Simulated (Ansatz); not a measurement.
# Mg: the crystal squeezed far

The task here is to estimate one member of a computed series from the others.

Method: DFT PBE, with the methods named in each step, in Ansatz 0.2.0.

1 further run of the same task is left out (it didn't finish).

### Starting point

Symmetry: P6_3/mmc, No. 194, hexagonal system. Conventional cell: a = 3.196 Å, b = 3.196 Å, c = 10.395 Å, α = 90.00°, β = 90.00°, γ = 120.00°. Mg (site symmetry -3m) is surrounded by 12 Mg at 3.19 to 3.20 Å. Mg (site symmetry -6m2) is surrounded by 12 Mg at 3.19 to 3.20 Å.

Coordinates:

```xyz
4
Lattice="3.1960 0.0000 0.0000 -1.5980 2.7678 0.0000 0.0000 0.0000 10.3952" Properties=species:S:1:pos:R:3 pbc="T T T"
Mg    0.0000    0.0000    0.0000
Mg    0.0000    0.0000    5.1976
Mg    0.0000    1.8452    2.5988
Mg    1.5980    0.9226    7.7964
```

Whether this phase is the stable one at these pressures isn't tested.

Atoms are numbered in the order of the input: Mg1, Mg2, Mg3, Mg4.

The first run:

File input.yaml:

```yaml
crystal:
  lattice:
    - [3.1959731071, 0.0, 0.0]
    - [-1.5979865536, 2.7677939005, 0.0]
    - [0.0, 0.0, 10.3952417388]
  atoms:
    - { symbol: Mg, position: [0.0, 0.0, 0.0] }
    - { symbol: Mg, position: [0.0, 0.0, 0.5] }
    - { symbol: Mg, position: [0.3333333333, 0.6666666667, 0.25] }
    - { symbol: Mg, position: [0.6666666667, 0.3333333333, 0.75] }
kpoints:
  mp_grid: { grid: [11, 11, 3] }
  band_path:
    path:
      - [0.0, 0.0, 0.0]
      - [0.5, 0.0, 0.0]
      - [0.3333333333, 0.3333333333, 0.0]
      - [0.0, 0.0, 0.0]
      - [0.0, 0.0, 0.5]
      - [0.5, 0.0, 0.5]
      - [0.3333333333, 0.3333333333, 0.5]
      - [0.0, 0.0, 0.5]
      - [0.5, 0.0, 0.5]
    npoints: 14
scf:
  occupations: { method: fermi_dirac, width: 0.08 }
hamiltonian:
  xc: pbe
  pseudopotentials: { kind: all_electron, lapw: { basis_error: 0.001 } }
output:
  forces: true
  stress: true
  eigenvalues: true
  populations: true
  dos: { projected: true, de: 0.2, e_range: [-14, 8] }
```

Started as:

```console
$ ansatz run input.yaml --threads 1 --pin off --max-ram 3072MiB --backend cpu --events-out ev --progress --plain --runs-dir out
```

Among the steps run: The reference volume, LAPW; Volume scaled by 1, crystal datasets; Volume scaled by 1, norm-conserving; Volume scaled by 0.85, LAPW; Volume scaled by 0.75, LAPW; Volume scaled by 0.45, LAPW; Volume scaled by 0.4, LAPW; Volume scaled by 0.4, crystal datasets; Volume scaled by 0.4, norm-conserving.

One table of the session follows, with a row left open; its other results are not shown here.

| method | volume over the first | volume (Å³/atom) | pressure (GPa) |
| --- | --- | --- | --- |
| LAPW | 1 | 22.989 | -0.01 |
| LAPW | 0.85 | 19.540 | 8.03 |
| LAPW | 0.75 | ? | ? |
| LAPW | 0.45 | 10.345 | 132.88 |
| LAPW | 0.4 | 9.195 | 190.29 |
| PAW | 1 | 22.989 | 0.01 |
| PAW | 0.85 | 19.540 | 8.07 |
| PAW | 0.75 | 17.241 | 18.17 |
| PAW | 0.45 | 10.345 | 132.88 |
| PAW | 0.4 | 9.195 | 190.18 |
| PAW (level accurate) | 0.4 | 9.195 | 190.37 |
| crystal datasets | 1 | 22.989 | -0.01 |
| crystal datasets | 0.4 | 9.195 | 190.29 |
| norm-conserving | 1 | 22.989 | 0.00 |
| norm-conserving | 0.4 | 9.195 | 190.73 |

Q: Estimate the row for LAPW, 0.75 from the others.

As computed: volume (Å³/atom): 17.241; pressure (GPa): 18.12.

Caveats from the session: Rows by PAW come from runs of the same series that aren't printed here. Warnings in the runs' records: crystal datasets made.
